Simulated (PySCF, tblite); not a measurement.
# C₆H₁₂OSi₂: geometry, infrared bands and NMR shifts

What infrared bands and NMR shifts should C₆H₁₂OSi₂ (`O=C1CC(/C([SiH3])=C/[SiH3])C1`) show?

Computed with tblite 0.8.0 and PySCF 2.14.0, with density-fitted response routines of our own, on a single molecule in the gas phase. Atoms count from 0, in the outputs and in this text.

## 1. The starting structure

21 atoms, charge 0, multiplicity 1; geometry from: force field or distance geometry start.

Bonds of the start (Å): O0–C1 1.21, C1–C2 1.50, C2–C3 1.51, C3–C4 1.46, C4–Si5 1.86, C4–C6 1.33, C6–Si7 1.83, C3–C8 1.54, C8–C1 1.52, C2–H9 1.09, C2–H10 1.10, C3–H11 1.10, Si5–H12 1.49, Si5–H13 1.49, Si5–H14 1.47, C6–H15 1.09, Si7–H16 1.48, Si7–H17 1.46, Si7–H18 1.47, C8–H19 1.10, C8–H20 1.12.

## 2. Relaxing the molecule with GFN2-xTB

The job: settings as JSON, then the geometry in Å.

```
{"job": {"kind": "relax", "xc": "GFN2-xTB", "basis": "xTB"}, "charge": 0, "multiplicity": 1}
O     -4.115700    -0.881200     0.393600
C     -2.934100    -0.715000     0.193500
C     -2.044700     0.071800    -0.723800
C     -1.106500     0.172700     0.457000
C      0.323600     0.261000     0.160300
Si     1.035100     1.932000    -0.258700
C      1.172700    -0.763600     0.133200
Si     2.948300    -0.561700    -0.258200
C     -1.636500    -1.236300     0.795900
H     -1.600200    -0.548300    -1.503300
H     -2.448200     1.056700    -0.998200
H     -1.493200     0.863000     1.228100
H      0.384200     2.942400     0.625700
H      2.496900     1.977400     0.023300
H      0.748200     2.336600    -1.643400
H      0.771000    -1.744600     0.384500
H      3.619600     0.393500     0.643500
H      3.194500    -0.167300    -1.644300
H      3.592300    -1.858500     0.005600
H     -1.680500    -1.485000     1.866200
H     -1.235700    -2.028600     0.118900
```

Started as:

```bash
$ OMP_NUM_THREADS=1 python probes_run.py task.json out
```

This one command runs all jobs of the session in turn.

**Question.** This job is followed by: GFN2-xTB harmonic vibrations, gas phase; GIAO PBE0/pcSseg-1 NMR shielding, non-relativistic, gas phase. Predict these results of the whole session: strongest single infrared mode (GFN2-xTB); zero-point energy (GFN2-xTB); 13C shifts against TMS (PBE0/pcSseg-1, means over atoms taken as alike); 1H shifts against TMS (PBE0/pcSseg-1, means over atoms taken as alike); 17O shifts against H2O (PBE0/pcSseg-1); 29Si shifts against TMS (PBE0/pcSseg-1); surface potential, 1st and 99th percentile.

The runs gave:

| quantity | value |
| --- | --- |
| strongest single infrared mode (GFN2-xTB) | 1858 cm⁻¹, 600 km/mol |
| zero-point energy (GFN2-xTB) | 93.8 kcal/mol |
| 13C shifts against TMS (PBE0/pcSseg-1, means over atoms taken as alike) | 209.0, 171.4, 141.5, 53.2, 36.7 ppm |
| 1H shifts against TMS (PBE0/pcSseg-1, means over atoms taken as alike) | 6.79, 4.28, 4.24, 3.19, 3.12, 2.96 ppm |
| 17O shifts against H2O (PBE0/pcSseg-1) | 669.8 ppm |
| 29Si shifts against TMS (PBE0/pcSseg-1) | -83.8, -85.2 ppm |
| surface potential, 1st and 99th percentile | -1.61 V and 1.10 V |

What this shows: The optimisation took 131 steps and gained 1.007 eV; among the close pairs (by a distance rule), C6–Si7 changed most, from 1.829 to 1.880 Å. All 57 modes are real, so the xTB geometry is a minimum. The strongest single mode, at 1858 cm⁻¹, moves mainly C1 and O0. GFN2-xTB is a fitted tight-binding method: band positions and strengths are rough. Its intensities can rank the bands wrongly. C1 (ketone carbonyl carbon) lies farthest downfield among carbon, at 209.0 ppm; the double bond to the heteroatom, with no lone-pair donor beside it, deshields it most. H15 (hydrogen on an alkene CH) lies farthest downfield among hydrogen, at 6.79 ppm; attached to an sp2 carbon and in the plane of the double bond. At PBE0/pcSseg-1: Shielding is most anisotropic at O0 (span 1213 ppm, paramagnetic term -726 ppm). By nearest atom (PBE0/pcSseg-1), the HOMO sits on O0 57 %; C2, C8 about 12 % each and the LUMO on C4, C6 about 27 % each; H15 7 %.
